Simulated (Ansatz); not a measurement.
**CH₇GaInN: basis-set convergence**

Aim: see how fast density functionals converge with the basis set for CH₇GaInN.

Computed with Ansatz 0.2.0, Gaussian basis. Level: one geometry, several basis sets.

Plan: PBE0-D4/def2-SVP; ωB97M-V/def2-SVP; PBE0-D4/def2-QZVPP; ωB97M-V/def2-QZVPP; the functionals' def2-TZVPP values are taken from earlier runs.

### 1 Structure used throughout

An earlier PBE0-D4 in a triple-zeta def2 set relaxation fixed the geometry. In takes the def2 core potential; no spin-orbit term is included.

11 atoms, charge 0, spin multiplicity 1.

Atoms are counted from 1 here; the program's logs count them from 0.

Bond lengths: C1–N2 1.441 Å, C1–H5 1.097 Å, C1–H6 1.097 Å, C1–H7 1.094 Å, N2–Ga3 1.824 Å, N2–H8 1.009 Å, Ga3–In4 2.613 Å, Ga3–H9 1.575 Å, In4–H10 1.736 Å, In4–H11 1.736 Å. Angles: N2–C1–H5 112.6°, N2–C1–H6 112.6°, N2–C1–H7 109.9°, H5–C1–H6 107.6°, H5–C1–H7 106.9°, H6–C1–H7 106.9°, C1–N2–Ga3 128.6°, C1–N2–H8 112.9°, Ga3–N2–H8 118.5°, N2–Ga3–In4 117.7°, N2–Ga3–H9 113.0°, In4–Ga3–H9 129.3°, Ga3–In4–H10 122.6°, Ga3–In4–H11 122.5°, H10–In4–H11 114.9°.

### 2 PBE0-D4 in def2-SVP

File in.yaml:

```yaml
crystal:
  periodic: [false, false, false]
  atoms:
    - {symbol: C, position_ang: [-0.873544, 1.525874, -0.095270]}
    - {symbol: N, position_ang: [0.124226, 1.075371, 0.841092]}
    - {symbol: Ga, position_ang: [0.998854, -0.524533, 0.889174]}
    - {symbol: In, position_ang: [0.415580, -2.284525, -0.952707]}
    - {symbol: H, position_ang: [-0.558497, 2.418347, -0.650559]}
    - {symbol: H, position_ang: [-1.831452, 1.756264, 0.387842]}
    - {symbol: H, position_ang: [-1.070409, 0.743716, -0.835129]}
    - {symbol: H, position_ang: [0.339368, 1.763637, 1.546391]}
    - {symbol: H, position_ang: [2.024361, -0.630169, 2.080011]}
    - {symbol: H, position_ang: [1.266869, -2.373518, -2.462817]}
    - {symbol: H, position_ang: [-0.835346, -3.470474, -0.748039]}
basis:
  gaussian: {orbitals: def2-SVP}
hamiltonian: {xc: pbe0, dispersion: d4}
output: {orbitals: {seedname: orbitals}}
```

Started as:

```sh
$ ansatz run in.yaml --threads 4 --pin off --events-out ev --progress --plain --max-ram 10444MiB
```

Further steps of the session: ωB97M-V in def2-SVP; PBE0-D4 in def2-QZVPP; ωB97M-V in def2-QZVPP.

Q: Predict the results of all the runs planned. Wanted: PBE0-D4: double and triple zeta above quadruple; ωB97M-V: double and triple zeta above quadruple.

As calculated:

| quantity | value |
| --- | --- |
| PBE0-D4: double and triple zeta above quadruple | 11.28, 1.39 eV |
| ωB97M-V: double and triple zeta above quadruple | 11.41, 1.36 eV |

What this shows: PBE0-D4 gains 9.89 eV from double to triple zeta, then 1.39 eV more. These are total energies; as a rule much of such shifts cancels in differences, which this series doesn't test.
